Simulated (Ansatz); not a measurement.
# BGaH₃N: small, medium and large basis sets

An exercise on one series of results from a longer session: the logs are not shown, and one member is left open.

The runs use Ansatz 0.2.0, Gaussian basis; one geometry, several basis sets.

Levels to be run: PBE0-D4/def2-SVP; ωB97M-V/def2-SVP; PBE0-D4/def2-QZVPP; ωB97M-V/def2-QZVPP; the functionals' def2-TZVPP values are taken from earlier runs.

### The relaxed structure

An earlier PBE0-D4 in a triple-zeta def2 set relaxation fixed the geometry.

SMILES `[BH]1[NH][GaH]1`, 6 atoms, charge 0, spin multiplicity 1.

Atoms are counted from 1 here; the program's logs count them from 0.

Bond lengths: B1–N2 1.367 Å, B1–Ga3 2.011 Å, B1–H4 1.191 Å, N2–Ga3 1.953 Å, N2–H5 1.013 Å, Ga3–H6 1.556 Å. Angles: N2–B1–Ga3 67.6°, N2–B1–H4 139.5°, Ga3–B1–H4 152.9°, B1–N2–Ga3 72.1°, B1–N2–H5 130.1°, Ga3–N2–H5 157.8°, B1–Ga3–N2 40.3°, B1–Ga3–H6 159.4°, N2–Ga3–H6 119.1°.

The first run:

in.yaml

```yaml
crystal:
  periodic: [false, false, false]
  atoms:
    - {symbol: B, position_ang: [-0.596328, -0.759467, -0.315187]}
    - {symbol: N, position_ang: [0.293202, 0.215069, -0.672517]}
    - {symbol: Ga, position_ang: [0.080810, 0.278621, 1.268034]}
    - {symbol: H, position_ang: [-1.259863, -1.610033, -0.820635]}
    - {symbol: H, position_ang: [0.643649, 0.475463, -1.587076]}
    - {symbol: H, position_ang: [0.880629, 1.336347, 2.081281]}
basis:
  gaussian: {orbitals: def2-SVP}
hamiltonian: {xc: pbe0, dispersion: d4}
output: {orbitals: {seedname: orbitals}}
```

The run is started by

```console
$ ansatz run in.yaml --threads 2 --pin off --events-out ev --progress --plain --max-ram 4352MiB
```

Steps of the session up to this table: PBE0-D4 in def2-SVP; ωB97M-V in def2-SVP; PBE0-D4 in def2-QZVPP; ωB97M-V in def2-QZVPP.

One table of the session follows, with a row left open; its other results are not shown here.

It belongs to the step «Density functionals: the series». 

| functional | basis | HOMO (eV) |
| --- | --- | --- |
| PBE0-D4 | def2-SVP | -6.31 |
| PBE0-D4 | def2-TZVPP | -6.36 |
| PBE0-D4 | def2-QZVPP | -6.38 |
| ωB97M-V | def2-SVP | -8.33 |
| ωB97M-V | def2-TZVPP | ? |
| ωB97M-V | def2-QZVPP | -8.43 |

Estimate the missing values for ωB97M-V, def2-TZVPP.

As computed: HOMO (eV): -8.40. In the column «HOMO (eV)» it lies between ωB97M-V, def2-QZVPP (-8.43) and ωB97M-V, def2-SVP (-8.33).
